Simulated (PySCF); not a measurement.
# Cl5Ir ([IrCl5]2-): the cost of one run

Programs: PySCF 2.14.0, with routines of our own; each step states its level. All values are computed. Atoms count from 0.

### 1 The system as given

6 atoms, charge -2, states of the metal's open shell are computed; geometry from: model geometry, bond lengths from ionic radii.

### 2 Ligand-field states: state-averaged CASSCF in water

Job settings and geometry (Å):

```
{"job": {"kind": "lf", "basis": {"metal": "x2c-TZVPall", "ligand": "x2c-SVPall"}, "nevpt": true, "solvent": "water"}, "charge": -2, "metal": "Ir", "open_shell": "d6"}
Ir     0.000000     0.000000     0.000000
Cl     0.000000     0.000000     2.330000
Cl     2.294602     0.000000    -0.404600
Cl    -2.294602     0.000000    -0.404600
Cl     0.000000     2.294602    -0.404600
Cl    -0.000000    -2.294602    -0.404600
```

Level: state-averaged CASSCF of the metal d shell, SC-NEVPT2 on the averaged canonical orbitals, state-interaction spin-orbit coupling.

On the command line:

```bash
$ OMP_NUM_THREADS=1 python lf_run.py task.json out
```

One launch serves the whole session: the jobs run in the order shown.

Q: Estimate the wall time and peak memory of this first job on 1 thread of AMD EPYC 7R43, shared host.

About 31 s, with a peak of 0.52 GiB.
